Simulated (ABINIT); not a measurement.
BiTe:

```
Bi Te
1.0
     0.00000    3.23500    3.23500
     3.23500    0.00000    3.23500
     3.23500    3.23500    0.00000
Bi Te
1 1
Direct
  0.00000 0.00000 0.00000
  0.50000 0.50000 0.50000
```

Base run:

* Program: ABINIT 10.8.3 (patched build)
* Functional: PBEsol
* Potentials or basis: PseudoDojo NC SR PBEsol v0.4.1 standard
* Cutoff: 1088 eV
* k mesh: 7 × 7 × 7
* Occupations: fermi-dirac, width 0.05 eV
* Spin: no spin polarisation

Its results: band gap on the k mesh none (metal or under the smearing width); pressure -1.5 GPa.

Task: The run is repeated on the same cell with these changes: functional from PBEsol to PBE; potentials or basis from PseudoDojo NC SR PBEsol v0.4.1 standard to JTH PAW PBE v2.0; cutoff from 1088 eV to 599 eV; valence electrons from 31 to 21. What comes out?

Result: Band gap on the k mesh none (metal or under the smearing width); pressure 0.8 GPa.

Caveats: spin-orbit coupling is left out, which moves the levels of the heavy elements.
